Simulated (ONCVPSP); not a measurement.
# Pseudopotential generation for F: ONCV, PBE

Aim: build the potential from the settings below, then test how well it stands in for the atom: other configurations, scattering, ghost states and the plane-wave cutoff that it needs.

Method: ONCVPSP 4.0.1, PBE, scalar-relativistic.

## 1. The atom and the settings

The settings as typed:

```json
{
  "element": "fluorine (F, Z = 9)",
  "type": "optimised norm-conserving Vanderbilt (ONCV)",
  "frozen core": "[He]",
  "valence charge": "7",
  "reference configuration": "2s2 2p5",
  "partial waves": "2s: rc 0.75 bohr, ncon 4, nbas 9, qcut 9.2 1/bohr, 2 projectors, debl 2.6 Ha; 2p: rc 1.70 bohr, ncon 4, nbas 8, qcut 8 1/bohr, 2 projectors, debl 0.7 Ha; d scattering state at 0.21 Ha: rc 1.55 bohr, ncon 5, nbas 8, qcut 5.3 1/bohr, 2 projectors, debl 2 Ha",
  "local potential": "polynomial inside 0.55 bohr (lpopt 1, dvloc0 1 Ha)",
  "core correction": "Teter function, fcfact 4.25, rcfact 1.7"
}
```

An earlier all-electron run gives the scale for the radii.

All-electron outer shells of the reference configuration (PBE, scalar-relativistic, ld1.x):

| shell | level (eV) | outermost node (bohr) | outermost maximum (bohr) |
| --- | --- | --- | --- |
| 1s | -663.37 | – | 0.11 |
| 2s | -29.90 | 0.24 | 0.76 |
| 2p | -11.11 | – | 0.71 |

## 2. The generation run

The input, F.dat:

```
# ATOM AND REFERENCE CONFIGURATION
# atsym  z   nc   nv     iexc    psfile
  F 9.00    1    2        4      upf
#
#   n    l    f
    1    0    2.00
    2    0    2.00
    2    1    5.00
#
# PSEUDOPOTENTIAL AND OPTIMIZATION
# lmax
    2
#
#   l,   rc,      ep,       ncon, nbas, qcut
    0    0.75    0.00    4    9    9.20
    1    1.70    0.00    4    8    8.00
    2    1.55    0.21    5    8    5.30
#
# LOCAL POTENTIAL
# lloc, lpopt,  rc(5),   dvloc0
    4    1    0.55    1.00
#
# VANDERBILT-KLEINMAN-BYLANDER PROJECTORs
# l, nproj, debl
    0    2    2.60
    1    2    0.70
    2    2    2.00
#
# MODEL CORE CHARGE
# icmod, fcfact, rcfact
    3    4.25    1.70
#
# LOG DERIVATIVE ANALYSIS
# epsh1, epsh2, depsh
   -3.00    5.00    0.02
#
# OUTPUT GRID
# rlmax, drl
    6.00    0.01
#
# TEST CONFIGURATIONS
# ncnf
    4
# nvcnf
#   n    l    f
    2
    2    0    2.00
    2    1    4.00
#
    2
    2    0    2.00
    2    1    3.00
#
    2
    2    0    2.00
    2    1    2.00
#
    2
    2    0    1.00
    2    1    5.00
#
```

On the command line:

```
$ oncvpsp.x < F.dat > F.out
```

**Question.** What will these runs give? Wanted: cutoffs for 1 and 0.1 mHa per electron, occupied waves; bound ghosts; GHOST(+) flags; largest test error; largest phase difference near zero energy, channels read; rms error of d²Exc/dn², without and with the model core.

**Answer**, as computed:

```
                                                quantity                   value
  cutoffs for 1 and 0.1 mHa per electron, occupied waves        73 Ha and 374 Ha
                                            bound ghosts              none found
                                          GHOST(+) flags             d at 163 eV
                            largest test error (AE − PS)  +2308 meV, for 2s2 2p2
largest phase difference near zero energy, channels read               0.000 rad
 rms error of d²Exc/dn², without and with the model core       1.09 and 2.21 mHa
```

**Reading.** The worst unpolarised test, 2s2 2p2, is off by 2308 meV on 118.4 eV; by total energies transferability rates as poor. That test lies far up in energy; among those under 40 eV, nearer to bonding, the largest error is 118 meV. The potential is very hard: the looser tolerance needs 73 Ha. The tighter tolerance needs 374 Ha, and converged work needs a cutoff nearer that. At the looser tolerance the 2s wave is the slowest; 2p needs 24 Ha. The program's ghost test flags no bound state. Near zero energy the phases of the channels with partial waves agree within 0.001 rad. The program also flags highly localised states, GHOST(+) (d).
